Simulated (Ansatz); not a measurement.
# CH₃FOSSi: one species, many methods

An exercise on one series of results from a longer session: the logs are not shown, and one member is left open.

The runs use Ansatz 0.2.0, Gaussian basis; functionals in def2-TZVPP, the program's frozen cores in correlated methods.

Plan: LDA (SPW92), PBE-D4, revPBE-D4, BLYP-D4, r2SCAN-D4, B97M-V, PBE0-D4, B3LYP-D4, r2SCANh-D4, r2SCAN0-D4, HSE06-D4, BHLYP-D4, CAM-B3LYP-D4, LC-ωPBE, ωB97X-V, ωB97M-V, B2PLYP, PBE-QIDH; CCSD(T)/def2-SVP; CCSD(T)/def2-TZVPP; MP2/def2-QZVPP; extrapolation to the limit; RPA on PBE.

### The geometry

All runs share one geometry, relaxed beforehand with PBE0-D4 in a triple-zeta def2 set.

8 atoms, charge 0, spin multiplicity 1.

Atoms are counted from 1 here; the program's logs count them from 0.

Bond lengths: O1–C2 1.353 Å, O1–H6 0.966 Å, C2–F3 1.366 Å, C2–Si4 1.854 Å, C2–S5 1.876 Å, Si4–S5 2.104 Å, Si4–H7 1.479 Å, Si4–H8 1.479 Å. Angles: C2–O1–H6 109.5°, O1–C2–F3 110.8°, O1–C2–Si4 121.8°, O1–C2–S5 117.5°, F3–C2–Si4 120.1°, F3–C2–S5 111.1°, Si4–C2–S5 68.7°, C2–Si4–S5 56.2°, C2–Si4–H7 118.6°, C2–Si4–H8 119.6°, S5–Si4–H7 118.2°, S5–Si4–H8 118.9°, H7–Si4–H8 113.8°, C2–S5–Si4 55.2°.

Geometry (Å):

```
O     0.1977    0.5812    1.5541
C     0.4808    0.2772    0.2662
F     1.8293    0.2842    0.0515
Si   -0.6147   -0.8295   -0.7392
S    -0.4198    1.2393   -1.0695
H     0.4781    1.4868    1.7406
H     0.0111   -1.7532   -1.7094
H    -1.8704   -1.3433   -0.1503
```

The first run:

Input file in.yaml:

```yaml
crystal:
  periodic: [false, false, false]
  atoms:
    - {symbol: O, position_ang: [0.197694, 0.581231, 1.554106]}
    - {symbol: C, position_ang: [0.480812, 0.277240, 0.266241]}
    - {symbol: F, position_ang: [1.829338, 0.284244, 0.051466]}
    - {symbol: Si, position_ang: [-0.614708, -0.829534, -0.739151]}
    - {symbol: S, position_ang: [-0.419849, 1.239291, -1.069482]}
    - {symbol: H, position_ang: [0.478080, 1.486794, 1.740568]}
    - {symbol: H, position_ang: [0.011119, -1.753174, -1.709365]}
    - {symbol: H, position_ang: [-1.870386, -1.343289, -0.150284]}
basis:
  gaussian: {orbitals: def2-TZVPP}
hamiltonian: {xc: lda}
output: {orbitals: {seedname: orbitals}}
```

Launch:

```console
$ ansatz run in.yaml --threads 2 --pin off --events-out ev --progress --plain --max-ram 4352MiB
```

Steps of the session up to this table: LDA; PBE-D4 (GGA); revPBE-D4 (GGA); BLYP-D4 (GGA); r2SCAN-D4 (meta-GGA); B97M-V (meta-GGA); PBE0-D4 (hybrid); B3LYP-D4 (hybrid); r2SCANh-D4 (hybrid); r2SCAN0-D4 (hybrid); HSE06-D4 (hybrid); BHLYP-D4 (hybrid); CAM-B3LYP-D4 (range-separated); LC-ωPBE (range-separated); ωB97X-V (range-separated); ωB97M-V (range-separated); B2PLYP (double hybrid); PBE-QIDH (double hybrid).

One of the session's tables, all rows but one given; the rest of the session is left out.

```
  functional  HOMO (eV)  gap (eV)
 LDA (SPW92)      -6.36      4.51
      PBE-D4      -6.22      4.60
   revPBE-D4          ?         ?
     BLYP-D4      -6.05      4.54
   r2SCAN-D4      -6.50      5.16
      B97M-V      -6.62      5.19
     PBE0-D4      -7.48      6.68
    B3LYP-D4      -7.22      6.20
  r2SCANh-D4      -6.97      5.91
  r2SCAN0-D4      -7.66      7.03
    HSE06-D4      -7.08      5.90
    BHLYP-D4      -8.57      8.63
CAM-B3LYP-D4      -8.79      8.98
     LC-ωPBE     -10.19     11.52
     ωB97X-V      -9.82     11.05
     ωB97M-V      -9.65     10.62
```

**Question.** Estimate the row for revPBE-D4.

The run gave: HOMO (eV): -6.17; gap (eV): 4.64. In the column «HOMO (eV)» it lies between PBE-D4 (-6.22) and BLYP-D4 (-6.05).
